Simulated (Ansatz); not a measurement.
# YCo2B2C: the cost of one run

Computed with Ansatz 0.2.0 (DFT PBEsol, scalar-relativistic, plane waves, PAW, unless a step's input says otherwise).

2 further runs of the same task are left out: 2 set aside as unsound or not needed.

## 1. The structure to begin with

It takes space group I4/mmm (No. 139, tetragonal). Conventional cell: a = 3.489 Å, b = 3.489 Å, c = 10.269 Å, α = 90.00°, β = 90.00°, γ = 90.00°. Y (site symmetry 4/mmm) is surrounded by 4 C at 2.47 Å. Around Co (site symmetry -4m2) lie 4 B at 2.04 Å. B (site symmetry 4mm) is surrounded by 1 C at 1.51 Å and 4 Co at 2.04 Å. Around C (site symmetry 4/mmm) lie 2 B at 1.51 Å.

Coordinates:

```
CELL_PARAMETERS angstrom
-1.74453 1.74453 5.13454
1.74453 -1.74453 5.13454
1.74453 1.74453 -5.13454
ATOMIC_POSITIONS crystal
Y 0.50000 0.50000 0.00000
Co 0.75000 0.25000 0.50000
Co 0.25000 0.75000 0.50000
B 0.14659 0.14659 0.00000
B 0.85341 0.85341 0.00000
C 0.00000 0.00000 0.00000
```

It goes back to an entry of the Materials Project, which need not be the stable form.

It is the result of an earlier relaxation at this level (volume 10.42 Å³/atom; gap on the mesh: none (metal)).

## 2. The undisturbed cell

input.yaml reads:

```yaml
crystal:
  lattice:
    - [-1.7445294613, 1.7445294613, 5.1345377352]
    - [1.7445294613, -1.7445294613, 5.1345377352]
    - [1.7445294613, 1.7445294613, -5.1345377352]
  atoms:
    - { symbol: "Y", position: [0.5, 0.5, 0.0] }
    - { symbol: Co, position: [0.75, 0.25, 0.5] }
    - { symbol: Co, position: [0.25, 0.75, 0.5] }
    - { symbol: B, position: [0.1465875044, 0.1465875044, 0.0] }
    - { symbol: B, position: [0.8534124956, 0.8534124956, 0.0] }
    - { symbol: C, position: [0.0, 0.0, 0.0] }
basis:
  ecutwfc: 420
kpoints:
  mp_grid: { grid: [22, 22, 22] }
hamiltonian:
  xc: pbesol
scf:
  occupations: { method: gaussian, width: 0.15 }
output:
  forces: true
  stress: true
  eigenvalues: true
  write_density: true
  write_potential: true
  elf: true
  volumetric_format: npy
```

Command:

```bash
$ ansatz run input.yaml --threads 1 --pin off --max-ram 2560MiB --backend cpu --events-out ev --progress --plain --runs-dir out
```

What time and memory should one allow on 1 thread of Arm Neoverse V1, shared host?

About 2.5 min, with a peak of 1.3 GiB.
